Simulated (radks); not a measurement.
**Taking charge from the 5s level of Tm²⁺ in fractions**

The task here is to estimate one member of a computed series from the others.

Program: radks (a radial shooting solver on a logarithmic mesh, Libxc functionals) version 1. Level of theory: Dirac Kohn-Sham, PBE, spin-unpolarised, spherical densities, point nucleus; open shells fill j = l - 1/2 first. These are calculated values, not measurements, unless marked.

## Starting point

```
element       : thulium (Z = 69)
charge        : +2
electrons     : 67
configuration : [Xe] 4f13
```

The first run:

Input:

```text
Z 69
configuration [Xe] 4f13
relativity Dirac
functional pbe,pbe
spin unpolarised
j_filling energy
nucleus point
c 137.035999084
```

Steps of the session up to this table: Start: [Xe] 4f13.

One of the session's tables, all rows but one given; the rest of the session is left out.

It belongs to the step «Start: [Xe] 4f13». Sizes of the orbitals, from the radial functions (bohr):

| level | <r> | outermost maximum (interpolated) | 90 % within | nodes |
| --- | --- | --- | --- | --- |
| 4p3/2 | 0.5382 | 0.495 | 0.784 | 2 |
| 4d3/2 | 0.5653 | 0.496 | 0.851 | 1 |
| 4d5/2 | 0.5766 | 0.505 | 0.868 | 1 |
| 5s1/2 | ? | ? | ? | ? |
| 5p1/2 | 1.387 | 1.19 | 2.04 | 3 |
| 5p3/2 | 1.498 | 1.28 | 2.21 | 3 |
| 4f5/2 | 0.7896 | 0.493 | 1.38 | 0 |
| 4f7/2 | 0.8096 | 0.499 | 1.43 | 0 |

Estimate the missing values for 5s1/2.

As computed: <r>: 1.230; outermost maximum (interpolated): 1.09; 90 % within: 1.78; nodes: 4. In the column «<r>» it lies between 4f7/2 (0.8096) and 5p1/2 (1.387).
